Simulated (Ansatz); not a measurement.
**Ga2HCl (singlet): wave-function methods side by side at a displaced geometry (v1), cc-pVDZ**

One table from this session's results is given with a row withheld; the runs are named, their logs left out.

Program: Ansatz 0.2.0, Gaussian basis. Level of theory: cc-pVDZ, core rule «outside noble gas», up to 33 orbitals frozen. These are calculated values, not measurements.

Plan: UHF; CCSD(T) on RHF; BCCD(T) on RHF; CISD; CCSDT(Q) on RHF; CASSCF and MRCISD+Q, 8 electrons in 8 orbitals; CASSCF and NEVPT2, 8 electrons in 8 orbitals.

29 further runs of the same task are left out: 20 that didn't finish, 9 set aside as unsound or not needed.

## What is computed

The geometry is a PBE0/def2-TZVP stationary point (not a proven minimum) with its atoms shifted at random (size 0.040 Å). No spin-orbit coupling is included. The filled d shell of Ga may be among the frozen orbitals whatever the setting's name suggests; the logs give the count.

4 atoms, charge 0, spin multiplicity 1.

Atoms are counted from 1 here; the program's logs count them from 0.

Bond lengths: Cl1–Ga2 2.207 Å, Ga2–Ga3 2.743 Å, Ga3–H4 1.795 Å. Angles: Cl1–Ga2–Ga3 145.9°, Ga2–Ga3–H4 48.1°.

Set-up of the first run:

Input file in.yaml:

```yaml
crystal:
  periodic: [false, false, false]
  atoms:
    - {symbol: Cl, position_ang: [-0.018803, 0.391228, 2.708985]}
    - {symbol: Ga, position_ang: [-0.018185, -0.410670, 0.653000]}
    - {symbol: Ga, position_ang: [0.028630, 0.193926, -2.022366]}
    - {symbol: H, position_ang: [-0.061172, 1.232023, -0.560894]}
basis:
  gaussian: {orbitals: cc-pVDZ}
magnetization: {spin_polarized: true, initial_magnetization: 0}
hamiltonian: {xc: hf}
output: {orbitals: {seedname: orbitals}}
```

The run is started by

```console
$ ansatz run in.yaml --threads 1 --pin off --events-out ev --progress --plain --max-ram 2393MiB
```

Steps of the session up to this table: UHF; CCSD(T) on RHF; BCCD(T) on RHF; CISD; CCSDT(Q) on RHF; CASSCF and MRCISD+Q, 8 electrons in 8 orbitals; CASSCF and NEVPT2, 8 electrons in 8 orbitals.

One table of the session follows, with a row left open; its other results are not shown here.

```
           method  from RCCSDT(Q) (meV)
              RHF               +7828.5
             RMP2               +1308.7
            RCCSD                +261.4
         RCCSD(T)                 +51.3
          BCCD(T)                 +49.6
           RCCSDT                 +18.4
        RCCSDT(Q)                     0
  CASSCF frontier                     ?
  NEVPT2 frontier               +1118.7
  MRCISD frontier                +680.8
MRCISD+Q frontier                 +93.1
```

**Question.** Estimate the row for CASSCF frontier.

As computed: from RCCSDT(Q) (meV): +6326.7. In the column «from RCCSDT(Q) (meV)» it lies between RMP2 (+1308.7) and RHF (+7828.5).

Not comparable, so not listed: CISD (they don't share determinant, frozen orbitals or solution with the rows shown, or repeat one).
